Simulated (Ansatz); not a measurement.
**BiTe (CsCl type): a single-point run**

The task is a single-point run on BiTe (CsCl type). The structure is shown as the input types it.

Program: Ansatz 0.2.0. Level of theory: DFT r2SCAN, scalar-relativistic, plane waves, PAW. These are calculated values, not measurements.

1 further run of the same task is left out (it didn't finish).

**1. The starting structure**

Symmetry: Pm-3m, No. 221, cubic system. Conventional cell: a = 3.904 Å, b = 3.904 Å, c = 3.904 Å, α = 90.00°, β = 90.00°, γ = 90.00°. Around Bi (site symmetry m-3m) lie 8 Te at 3.38 Å. Te (site symmetry m-3m) has 8 Bi at 3.38 Å as nearest neighbours.

Coordinates:

```
CELL_PARAMETERS angstrom
3.90413 0.00000 0.00000
0.00000 3.90413 0.00000
0.00000 0.00000 3.90413
ATOMIC_POSITIONS crystal
Bi 0.00000 0.00000 0.00000
Te 0.50000 0.50000 0.50000
```

**2. The run**

input.yaml reads:

```yaml
crystal:
  lattice:
    - [3.9041326898, 0.0, 0.0]
    - [0.0, 3.9041326898, 0.0]
    - [0.0, 0.0, 3.9041326898]
  atoms:
    - { symbol: Bi, position: [0.0, 0.0, 0.0] }
    - { symbol: Te, position: [0.5, 0.5, 0.5] }
basis:
  ecutwfc: 500
  ecutrho_ratio: 4
kpoints:
  mp_grid: { grid: [10, 10, 10] }
hamiltonian:
  xc: r2scan
scf:
  occupations: { method: gaussian, width: 0.05 }
  max_iter: 75
output:
  forces: true
  stress: true
magnetization:
  spin_polarized: true
  initial_magnetization: 7
```

Command:

```bash
$ ansatz run input.yaml --threads 2 --pin off --max-ram 2662MiB --backend cpu --events-out ev --progress --plain --runs-dir out
```

**Question.** How will this run end, and is anything wrong with its input?

This run ends as converged, with warnings (seeded moment not kept, stability check not made). Its log warns: «the starting moments were not kept: the SCF closed with an absolute magnetisation of 1.0e-5 μB, where they sum to 7 μB in size (2 sites) ...»

In the input, magnetization.spin_polarized is true; magnetization.initial_magnetization is 7. The risk: unrealistic starting moment. The run ends with a total moment of 0.00 μB. It still converged here, which does not make the setting sound.

To check: delete magnetization.spin_polarized and magnetization.initial_magnetization (the default then holds).
